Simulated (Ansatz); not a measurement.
# GeNH (singlet): the correlation ladder at a displaced geometry (v1), cc-pVTZ

The task here is to estimate one member of a computed series from the others.

The runs use Ansatz 0.2.0, Gaussian basis; cc-pVTZ, core rule «outside noble gas», up to 15 orbitals frozen.

To be run: UHF; CCSD(T) on RHF; CCSD(T) on UHF; BCCD(T) on RHF; CCSDT(Q) on RHF; CASSCF and NEVPT2, 10 electrons in 9 orbitals.

10 further runs of the same task are left out: 6 that didn't finish, 4 set aside as unsound or not needed.

## The system

The geometry is a PBE0/def2-TZVP stationary point (not a proven minimum) with its atoms shifted at random (size 0.040 Å). No spin-orbit coupling is included. The filled d shell of Ge may be among the frozen orbitals whatever the setting's name suggests; the logs give the count.

3 atoms, charge 0, spin multiplicity 1.

Atoms are counted from 1 here; the program's logs count them from 0.

Bond lengths: Ge1–N2 1.656 Å, N2–H3 1.048 Å. Angles: Ge1–N2–H3 175.4°.

The first run:

in.yaml

```yaml
crystal:
  periodic: [false, false, false]
  atoms:
    - {symbol: Ge, position_ang: [-0.015433, -0.009008, 1.452141]}
    - {symbol: N, position_ang: [-0.016266, -0.025151, -0.203423]}
    - {symbol: H, position_ang: [0.031698, 0.034159, -1.248718]}
basis:
  gaussian: {orbitals: cc-pVTZ}
magnetization: {spin_polarized: true, initial_magnetization: 0}
hamiltonian: {xc: hf}
output: {orbitals: {seedname: orbitals}}
```

On the command line:

```
$ ansatz run in.yaml --threads 1 --pin off --events-out ev --progress --plain --max-ram 2393MiB
```

Among the steps run: UHF; CCSD(T) on RHF; CCSD(T) on UHF; BCCD(T) on RHF; CCSDT(Q) on RHF; CASSCF and NEVPT2, 10 electrons in 9 orbitals.

One table of the session follows, with a row left open; its other results are not shown here.

```
        method  from RCCSDT(Q) (meV)
           RHF               +9215.4
           UHF               +9211.5
          RMP2                     ?
         RCCSD                +575.9
      RCCSD(T)                 +59.6
       BCCD(T)                 +59.3
        RCCSDT                 +57.0
     RCCSDT(Q)                     0
CASSCF valence               +5282.5
NEVPT2 valence               +1234.4
```

Q: Estimate the row for RMP2 from the others.

As computed: from RCCSDT(Q) (meV): +661.3. In the column «from RCCSDT(Q) (meV)» it lies between RCCSD (+575.9) and NEVPT2 valence (+1234.4).

Not comparable, so not listed: CCSD(T) on UHF (they don't share determinant, frozen orbitals or solution with the rows shown, or repeat one).

Caveats from the session: Warnings: restricted reference is unstable; spin contamination; large T1 diagnostic.
